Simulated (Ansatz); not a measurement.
# W: a trigonal deformation path

The task here is to estimate one member of a computed series from the others.

The COD cell was measured well above room temperature, so it is larger than a cold one.

Computed with Ansatz 0.2.0 (DFT PBEsol, scalar-relativistic, plane waves, PAW, unless a step's input says otherwise).

### Starting point

The structure is cubic, space group Im-3m (No. 229). The conventional cell has a = 3.195 Å, b = 3.195 Å, c = 3.195 Å, α = 90.00°, β = 90.00°, γ = 90.00°. W (site symmetry m-3m) has 8 W at 2.77 Å in its first shell of neighbours.

Structure file:

```cif
data_structure
_symmetry_space_group_name_H-M 'P 1'
_symmetry_Int_Tables_number 1
_cell_length_a 2.7666
_cell_length_b 2.7666
_cell_length_c 2.7666
_cell_angle_alpha 109.471
_cell_angle_beta 109.471
_cell_angle_gamma 109.471
_cell_volume 16.30
loop_
_atom_site_label
_atom_site_type_symbol
_atom_site_fract_x
_atom_site_fract_y
_atom_site_fract_z
_atom_site_occupancy
W1 W 0.00000 0.00000 0.00000 1
```

No relaxation comes first: the listed cell is the starting point.

### The reference cell

Reference values: F = -10256.5472 eV; pressure -11.41 GPa; largest force 0.000 eV/Å; gap on the mesh none (metal). It was computed beforehand with the settings of the runs below.

The first run:

At fixed volume and fractional coordinates, lengths along (0.577, 0.577, 0.577) are scaled against those across it; ρ is that ratio over its starting value.

File input.yaml:

```yaml
crystal:
  lattice:
    - [-2.3478838752, 1.6770599108, 1.6770599108]
    - [1.6770599108, -2.3478838752, 1.6770599108]
    - [1.6770599108, 1.6770599108, -2.3478838752]
  atoms:
    - { symbol: W, position: [0.0, 0.0, 0.0] }
basis:
  ecutwfc: 420
kpoints:
  mp_grid: { grid: [24, 24, 24] }
hamiltonian:
  xc: pbesol
scf:
  occupations: { method: gaussian, width: 0.15 }
output:
  forces: true
  stress: true
  eigenvalues: true
```

The run is started by

```bash
> ansatz run input.yaml --threads 1 --pin off --max-ram 2560MiB --backend cpu --events-out ev --progress --plain --runs-dir out
```

Steps of the session up to this table: Point ρ = 0.500; ρ = 2.000; ρ = 0.710; Point ρ = 1.410; ρ = 0.600; At ρ = 0.850; ρ = 1.200; At ρ = 1.700; ρ = 0.930; Point ρ = 1.080.

One table of the session follows, with a row left open; its other results are not shown here.

```
    ρ  ΔE (meV/atom)  pressure (GPa)
0.500        11796.1           250.5
0.600         4771.9            95.5
0.710              ?               ?
0.850          311.3            -4.2
0.930           53.3           -10.1
1.000            0.0           -11.4
1.080           47.8           -10.2
1.200          240.7            -5.1
1.410          757.3             6.4
1.700         1352.5            19.0
2.000         1571.8            23.7
```

**Question.** Estimate the row for ρ = 0.710.

Worked estimate for «ΔE (meV/atom)». A straight line through the neighbours (0.600, 4771.9) and (0.850, 311.3) gives 4771.9 + (311.3 − 4771.9) × (0.710 − 0.600) / (0.850 − 0.600) = 2809.2; a parabola fitted to 4 rows on both sides gives 1198.9.

The run gave: ΔE (meV/atom): 1733.1; pressure (GPa): 27.5. In «ΔE (meV/atom)» the line misses by +1076.1 and the parabola by -534.2.
